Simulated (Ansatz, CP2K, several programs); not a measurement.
Energy against volume for MgIn₂N₂ (R-3m) from a database structure, at fixed shape and fractional coordinates, computed by several methods (PBE and r2SCAN, where shown, with plane waves in Ansatz); the cell shown is that of r2SCAN. With free coordinates or axes held, a curve is too stiff, and on another method's shape its minimum isn't the method's own volume. The symmetry is R-3m (No. 166, trigonal); conventional cell a = 3.305 Å, c = 23.080 Å, 14.56 Å³ an atom. Mg is surrounded by 6 N at 2.31 Å; In is surrounded by 3 N at 2.22 Å and 1 In at 2.81 Å; N is surrounded by 3 In at 2.22 Å and 3 Mg at 2.31 Å. The values are computed, spin-unpolarised, and not measurements. Energies count from each curve's lowest point; fits are third-order Birch-Murnaghan.

```cif
data_structure
_symmetry_space_group_name_H-M 'R-3m:H'
_symmetry_Int_Tables_number 166
_cell_length_a 3.3052
_cell_length_b 3.3052
_cell_length_c 23.0805
_cell_angle_alpha 90.000
_cell_angle_beta 90.000
_cell_angle_gamma 120.000
_cell_volume 218.36
loop_
_atom_site_label
_atom_site_type_symbol
_atom_site_symmetry_multiplicity
_atom_site_Wyckoff_symbol
_atom_site_fract_x
_atom_site_fract_y
_atom_site_fract_z
_atom_site_occupancy
Mg1 Mg 3 a 0.00000 0.00000 0.00000 1
In1 In 6 c 0.66667 0.33333 0.77248 1
N1 N 6 c 0.33333 0.66667 0.94353 1
```

PBE, on the shape of its own relaxed cell:
```csv
V (Å³/atom),E (meV/atom)
14.083,20.81
14.533,4.91
14.982,0.00
15.432,4.42
15.881,16.65
```
V₀ = 14.98 Å³ an atom and B₀ = 110 GPa.

PBE/DZVP (CP2K), on the shape of the cell shown:
```
V (Å³/atom)  E (meV/atom)
     12.811        170.60
     13.684         51.79
     14.557          9.14
     15.431          0.00
     16.304         18.05
```
The points scatter about a smooth fit, so no fit is quoted.

r2SCAN, on the shape of its own relaxed cell:

| V (Å³/atom) | E (meV/atom) |
| --- | --- |
| 13.684 | 22.97 |
| 14.121 | 5.42 |
| 14.557 | 0.00 |
| 14.994 | 4.88 |
| 15.431 | 18.51 |

V₀ = 14.56 Å³ an atom and B₀ = 126 GPa.

light PBE (260 eV, its own mesh), on the shape of the cell shown:

| V (Å³/atom) | E (meV/atom) |
| --- | --- |
| 13.393 | 77.44 |
| 13.975 | 30.37 |
| 14.557 | 7.08 |
| 15.140 | 0.00 |
| 15.722 | 14.38 |
| 16.304 | 37.86 |

The points scatter about a smooth fit, as a low cutoff and a light mesh can make them, so no fit is quoted.

PBE/SZV (CP2K), on the shape of the cell shown:
```tsv
V (Å³/atom)	E (meV/atom)
12.811	292.83
13.684	133.56
14.557	54.41
15.431	12.32
16.304	0.00
```
This method closes the gap of a crystal that DFT finds insulating, so its curve rests on a wrong state.
The lowest point is an end point, so the minimum isn't bracketed.

Spin-orbit coupling is left out.
